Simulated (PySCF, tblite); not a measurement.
**C₃H₁₁BrOSi₃: geometry, infrared bands and NMR shifts**

Aim: predict the infrared bands and NMR shifts of C₃H₁₁BrOSi₃ (`C=C[C@H](Br)[SiH2][SiH2]O[SiH3]`).

The runs use tblite 0.8.0 and PySCF 2.14.0, with density-fitted response routines of our own; the level of theory stands in each step. All values are computed, except where a source is named. Atoms are numbered from 0 throughout.

## 1. Starting geometry

19 atoms, charge 0, multiplicity 1; geometry from: force field or distance geometry start.

Bonds of the start (Å): C0–C1 1.33, C1–C2 1.50, C2–Br3 1.93, C2–Si4 1.87, Si4–Si5 2.24, Si5–O6 1.72, O6–Si7 1.73, C0–H8 1.10, C0–H9 1.08, C1–H10 1.08, C2–H11 1.12, Si4–H12 1.47, Si4–H13 1.48, Si5–H14 1.49, Si5–H15 1.45, Si7–H16 1.49, Si7–H17 1.44, Si7–H18 1.49.

## 2. Optimising the geometry with GFN2-xTB

What the job is given:

```
{"job": {"kind": "relax", "xc": "GFN2-xTB", "basis": "xTB"}, "charge": 0, "multiplicity": 1}
C     -3.345400    -0.512400    -1.106500
C     -2.790300     0.517700    -0.477600
C     -1.655800     0.224400     0.455400
Br    -1.877900     1.167300     2.122500
Si    -0.003500     0.667400    -0.287700
Si     1.267200    -1.161200    -0.033900
O      2.690200    -1.019700    -0.993400
Si     3.613000     0.230600    -0.242800
H     -4.183100    -0.381300    -1.801100
H     -2.955500    -1.499000    -0.900300
H     -3.121600     1.535600    -0.605500
H     -1.699000    -0.872500     0.701200
H      0.568200     1.773200     0.487900
H     -0.106400     1.080800    -1.703100
H      1.724400    -1.139200     1.383800
H      0.467100    -2.336600    -0.341800
H      3.671200    -0.113000     1.203300
H      4.925900     0.374200    -0.823700
H      2.801500     1.473000    -0.320900
```

On the command line:

```sh
> OMP_NUM_THREADS=1 python probes_run.py task.json out
```

This one command runs all jobs of the session in turn.

**Question.** This job is followed by: GFN2-xTB harmonic vibrations, gas phase; GIAO PBE0/pcSseg-1 NMR shielding, non-relativistic, gas phase. What will the session give for the following? strongest single infrared mode (GFN2-xTB); zero-point energy (GFN2-xTB); ¹³C shifts against TMS (PBE0/pcSseg-1); ¹H shifts against TMS (PBE0/pcSseg-1, means over atoms taken as alike); ⁷⁹Br shifts against HBr (PBE0/pcSseg-1); ²⁹Si shifts against TMS (PBE0/pcSseg-1); ¹⁷O shifts against H2O (PBE0/pcSseg-1).

The runs gave:

```
                                                              quantity                                                     value
                             strongest single infrared mode (GFN2-xTB)                                      672 cm⁻¹, 931 km/mol
                                          zero-point energy (GFN2-xTB)                                             75.3 kcal/mol
                                ¹³C shifts against TMS (PBE0/pcSseg-1)                                    149.3, 119.2, 49.4 ppm
¹H shifts against TMS (PBE0/pcSseg-1, means over atoms taken as alike)  6.21, 5.73, 5.63, 5.42, 5.27, 5.04, 4.31, 4.20, 3.86 ppm
                               ⁷⁹Br shifts against HBr (PBE0/pcSseg-1)                                                   466 ppm
                               ²⁹Si shifts against TMS (PBE0/pcSseg-1)                                   -30.6, -40.1, -55.9 ppm
                                ¹⁷O shifts against H2O (PBE0/pcSseg-1)                                                 -10.6 ppm
```

What this shows: Relaxing lowered the energy by 1.333 eV in 222 steps; the close pair that moved most is O6–Si7, from 1.726 to 1.621 Å. The lowest mode is imaginary (22i cm⁻¹), so the xTB geometry is not a minimum. The strongest single mode, at 672 cm⁻¹, is carried by H12, H13, H14, H15. GFN2-xTB is a fitted tight-binding method: band positions and strengths are rough. Its intensities can rank the bands wrongly. C2 stands next to heavy halogen, whose spin-orbit shielding this run leaves out, so the computed shift lies too far downfield, most of all for carbon beside Br or I. C1 (alkene CH) lies farthest downfield among carbon, at 149.3 ppm; an sp2 carbon of a C=C bond. The most deshielded hydrogen is H10 (hydrogen on an alkene CH), at 6.21 ppm: a vinylic proton, deshielded by the sp2 carbon and the C=C anisotropy. At PBE0/pcSseg-1: The largest span, 1300 ppm, is at Br3, where the paramagnetic term is -968 ppm. Spin-orbit coupling is left out, which matters for shieldings and couplings at and beside the heavy atoms.
